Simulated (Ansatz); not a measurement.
**CHBGa (quartet): wave-function methods side by side at a displaced geometry (v1), cc-pVDZ**

An exercise on one series of results from a longer session: the logs are not shown, and one member is left open.

The runs use Ansatz 0.2.0, Gaussian basis; cc-pVDZ, core rule «outside noble gas», up to 16 orbitals frozen.

Plan: UHF; CCSD(T) on ROHF; CCSD(T) on UHF; BCCD(T) on ROHF; CISD; CCSDT(Q) on ROHF; CCSDT(Q) on UHF.

25 further runs of the same task are left out: 2 for a known fault of the program, 13 that didn't finish, 10 set aside as unsound or not needed.

**The geometry**

The geometry is a PBE0/def2-TZVP stationary point (not a proven minimum) with its atoms shifted at random (size 0.040 Å). No spin-orbit coupling is included. The filled d shell of Ga may be among the frozen orbitals whatever the setting's name suggests; the logs give the count.

4 atoms, charge 0, spin multiplicity 4.

Atoms are counted from 1 here; the program's logs count them from 0.

Bond lengths: B1–C2 1.398 Å, B1–Ga3 2.354 Å, C2–Ga3 1.949 Å, C2–H4 1.074 Å. Angles: C2–B1–Ga3 55.8°, B1–C2–Ga3 87.8°, B1–C2–H4 145.4°, Ga3–C2–H4 126.7°, B1–Ga3–C2 36.4°.

The first run:

in.yaml reads:

```yaml
crystal:
  periodic: [false, false, false]
  atoms:
    - {symbol: B, position_ang: [-0.034419, -0.872161, 1.655676]}
    - {symbol: C, position_ang: [-0.035252, 0.496629, 1.372130]}
    - {symbol: Ga, position_ang: [0.012712, 0.028214, -0.518935]}
    - {symbol: H, position_ang: [-0.090065, 1.485089, 1.787758]}
basis:
  gaussian: {orbitals: cc-pVDZ}
magnetization: {spin_polarized: true, initial_magnetization: 3}
hamiltonian: {xc: hf}
output: {orbitals: {seedname: orbitals}}
```

On the command line:

```bash
$ ansatz run in.yaml --threads 1 --pin off --events-out ev --progress --plain --max-ram 2393MiB
```

Among the steps run: UHF; CCSD(T) on ROHF; CCSD(T) on UHF; BCCD(T) on ROHF; CISD; CCSDT(Q) on ROHF; CCSDT(Q) on UHF.

One table of the session follows, with a row left open; its other results are not shown here.

It belongs to the step «Misses and costs». 

```
   method  from UCCSDT(Q) (kJ/mol)
     ROHF                   +697.1
      UHF                   +678.8
     RMP2                        ?
     UMP2                   +102.4
    RCCSD                    +43.2
    UCCSD                    +41.4
 RCCSD(T)                     +7.8
 UCCSD(T)                     +7.1
  BCCD(T)                     +7.8
   RCCSDT                     +4.5
   UCCSDT                     +3.3
RCCSDT(Q)                     +1.3
UCCSDT(Q)                        0
```

**Question.** Estimate the row for RMP2.

**Answer.** from UCCSDT(Q) (kJ/mol): +99.5. In the column «from UCCSDT(Q) (kJ/mol)» it lies between RCCSD (+43.2) and UMP2 (+102.4).

Not comparable, so not listed: CISD (they don't share determinant, frozen orbitals or solution with the rows shown, or repeat one).

Limits of these values: Restricted and unrestricted rows rest on different reference determinants; where their highest levels disagree by more than a few hundredths of an eV, they describe different states and don't form one ladder.
